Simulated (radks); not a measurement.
**Sm⁴⁺ in [Xe] 4f4: an all-electron calculation**

What are the levels of the samarium ion Sm4+, how large are its shells, and how does its energy divide?

Program: radks (a radial shooting solver on a logarithmic mesh, Libxc functionals) version 1. Level of theory: Dirac Kohn-Sham, exchange-only LDA, spin-unpolarised, spherical densities, point nucleus; open shells fill j = l - 1/2 first. These are calculated values, not measurements, unless marked.

### 1 What is computed

```
element       : samarium (Z = 62)
charge        : +4
electrons     : 58
configuration : [Xe] 4f4
```

### 2 The run

Input:

```text
Z 62
configuration [Xe] 4f4 6s0 5d0 6p0 5f0
relativity Dirac
functional lda,
spin unpolarised
j_filling energy
nucleus point
c 137.035999084
```

Q: Predict the outcome of this run.

As calculated:

```
                        quantity                   value
                    total energy     -10418.3345 hartree
exchange-correlation share of it                  2.12 %
                            −T/E                  1.0847
          highest occupied level       4f5/2, -50.517 eV
    most extended occupied level  5p3/2, <r> = 1.55 bohr
 radius at density 0.001 e/bohr³               3.17 bohr
    maxima of the radial density                       4
         ionisation energy, NIST     62.7 (semi-emp.) eV
```

What this shows: 5 principal shells are occupied and 4 maxima appear in the radial density; where shells overlap, one shows as a shoulder or not at all. Relativity lifts −T/E to 1.085. Minus the highest eigenvalue, 50.517 eV, is 81 % of the tabulated ionisation energy (62.7 eV); the potential of a semilocal functional falls off too fast, so its top eigenvalue is too shallow. Spin polarisation and multiplet splitting are left out.
